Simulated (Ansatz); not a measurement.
Write a Python script for the Ansatz DFT code, driven from Python that makes a search for lower mean-field states of GaSe. Level of theory (for the species named): Hartree-Fock, def2-TZVP basis, multiplicity 2.

```json
{"atom": "Ga", "x (Å)": "0.0000", "y (Å)": "0.0000", "z (Å)": "0.0000"}
{"atom": "Se", "x (Å)": "0.0000", "y (Å)": "0.0000", "z (Å)": "2.3200"}
```

The script, `run_states.py`:
```python
import warnings

import ansatz as az
import numpy as np

warnings.simplefilter("ignore", az.DeckWarning)

mol = (
    az.Crystal.molecule()
    .atom("Ga", (0.0, 0.0, 0.0))
    .atom("Se", (0.0, 0.0, 2.32))
)
symbols = [site.symbol for site in mol.cartesian_sites]

start = np.array([site.position_ang for site in mol.cartesian_sites])
for factor in [1.0, 1.3]:
    xyz = (start - start.mean(axis=0)) * factor
    scaled = az.Crystal.molecule()
    for symbol, place in zip(symbols, xyz):
        scaled = scaled.atom(symbol, place.tolist())
    calc = scaled.calculation().basis(gaussian="def2-TZVP").functional("HF").spin("collinear", total=1)
    for search in ("off", "standard"):
        try:
            report = calc.scf(lower_state_search=search).run(threads=1, backend="cpu").report
        except az.AnsatzError as error:
            print(f"x{factor} search {search}: {type(error).__name__}")
            continue
        state = report["mean_field"]["state"]
        print(f"all distances x{factor}, search {search:8s} E = {report['free_energy_ev']:.5f} eV  <S^2> = {abs(state['spin_squared']):.3f}  other states met: {len(report['mean_field']['others'])}")
```

```console
$ python run_states.py
all distances x1.0, search off      E = -117637.95737 eV  <S^2> = 0.797  other states met: 0
all distances x1.0, search standard E = -117638.06959 eV  <S^2> = 0.804  other states met: 5
all distances x1.3, search off      E = -117636.82518 eV  <S^2> = 0.779  other states met: 0
all distances x1.3, search standard E = -117637.55014 eV  <S^2> = 0.774  other states met: 6
```

Notes:
- These settings explore the input space; basis and method may be short of convergence.
- The count of other states can hold repeated and symmetry-equivalent ends of the search; scaling all distances is a test, and for more than two atoms no physical path.
- The run takes the species as open-shell (spin multiplicity 2), which needn't be its ground state.
- The expectation value of S² is noticeably off S(S+1) in at least one run, so that state is spin-contaminated.
- The spin state was assumed, and another may lie lower.
- The whole script took 42 s on 1 thread of Arm Neoverse V1, on a shared host, peak memory 0.33 GiB.
